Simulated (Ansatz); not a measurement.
# Tc₃Mo, space group I4/mmm: a comparison of norm-conserving and PAW potentials

Program: Ansatz 0.2.0 through its Python package.

The cells in order, each with its output:

In [1]:
```python
import ansatz as az
import numpy as np
```

In [2]:
```python
def count_gap(report):
    # lowest empty less highest filled band, counting bands; zero where they overlap
    return max(report.get('gap_by_band_count_ev') or 0.0, 0.0)
```

In [3]:
```python
tc3mo = (
    az.Lattice.from_parameters(3.91952, 3.91952, 7.813696, alpha=90, beta=90, gamma=90)
    .space_group(139, hermann_mauguin='I4/mmm')
    .atom('Tc', (0.0, 0.5, 0.25))
    .atom('Tc', (0.5, 0.5, 0.0))
    .atom('Mo', (0.0, 0.0, 0.0))
    .primitive()
)
```

In [4]:
```python
setup = (
    tc3mo.calculation()
    .functional('PBEsol')
    .kpoints(5, 5, 5, center='gamma')
    .occupations('methfessel_paxton', width=0.15)
    .eigensolver('auto')
    .scf(tolerance=1e-06, extra_bands=4)
    .stress()
    .forces()
    .band_table()
)
variants = {
    'PAW': setup.pseudopotentials('paw'),
    'norm-conserving': setup.pseudopotentials('nc'),
}
# totals differ by the cores that each treatment holds, so compare what does not depend on them
rows = []
for label, variant in variants.items():
    report = variant.run(threads=1, backend='cpu').report
    levels = np.array(report['eigenvalues_ev'][0]) - report['fermi_energy_ev']
    print(label, 'levels at the first k-point near E_F:', np.round(levels[np.abs(levels) < 5], 3))
    rows.append((label, report['n_electrons'], np.trace(report['stress_gpa']) / 3, float(np.abs(report['forces_ev_ang']).max()), count_gap(report)))
lines = [','.join(['treatment', 'electrons in bands', 'P GPa', 'max force component eV/A', 'gap by band count eV'])] + [','.join(f'{v:.4f}' if isinstance(v, float) else str(v) for v in row) for row in rows]
print('\n'.join(lines))
with open('nc_paw.csv', 'w') as handle:
    handle.write('\n'.join(lines) + '\n')
```
```text
DeckWarning: basis.ecutwfc = 500 eV, auto-derived from the records' recommended cutoffs: set by Tc (normal level)
DeckWarning: scf.convergence.dr2_threshold = 1e-6 eV is looser than this run's default, which is 1e-7 eV or tighter. The error in the forces grows as the threshold's square root, so leave the key out unless less accurate forces are enough
DeckWarning: output.stress: scf.convergence.dr2_threshold = 1e-6 eV is looser than the 4e-10 eV advised for a printed stress (1e-10 eV for each atom of the cell: 4). What an SCF threshold leaves in a stress goes as its square root, and in the free energy as the threshold itself, and one threshold admits the most on a small cell: of the crystals measured, under no hybrid functional and no lock of [...]
PAW levels at the first k-point near E_F: [-4.959 -4.073 -4.071 -2.541 -2.541 -2.468 -2.468 -1.461 -1.461 -1.459
  0.332  0.565  1.051  1.359  3.099  3.35 ]
DeckWarning: basis.ecutwfc = 1142.878222 eV, auto-derived from the records' recommended cutoffs: set by Tc (normal level)
norm-conserving levels at the first k-point near E_F: [-4.96  -4.076 -4.072 -2.542 -2.542 -2.469 -2.469 -1.462 -1.462 -1.459
  0.333  0.566  1.049  1.358  3.096  3.348]
treatment,electrons in bands,P GPa,max force component eV/A,gap by band count eV
PAW,59.0000,-11.7992,0.0000,0.0000
norm-conserving,59.0000,-11.5167,0.0000,0.0000
```

PAW gives -11.799 GPa and norm-conserving -11.517 GPa, 0.28 GPa apart. They took 3.0 and 8.3 s of processor time.

What to keep in mind:
- These settings explore the input space; cutoff and mesh may be short of convergence.
- The computed bands are complete only to about 1.2 eV above the Fermi level.
- The mesh is modest for a metal, so energies can be off by several to tens of meV an atom and pressures by half a GPa or more; differences at equal mesh fare better.
- A gap by band count of zero or less means overlapping bands, a metal, and at an odd count of electrons it is no gap at all.
- At these settings the cell as given stands under about -12 GPa, so it isn't at this functional's equilibrium volume.
- This cell is a computed structure, which may not be the phase found in nature.
- Gaps and levels are Kohn-Sham values on a finite set of k-points, without spin-orbit coupling.
- Warnings are shown shortened and without file and line.
- Stress is positive in compression.
- The whole script took 12 s on 1 thread of Arm Neoverse V2 (shared host), peak memory 0.55 GiB.
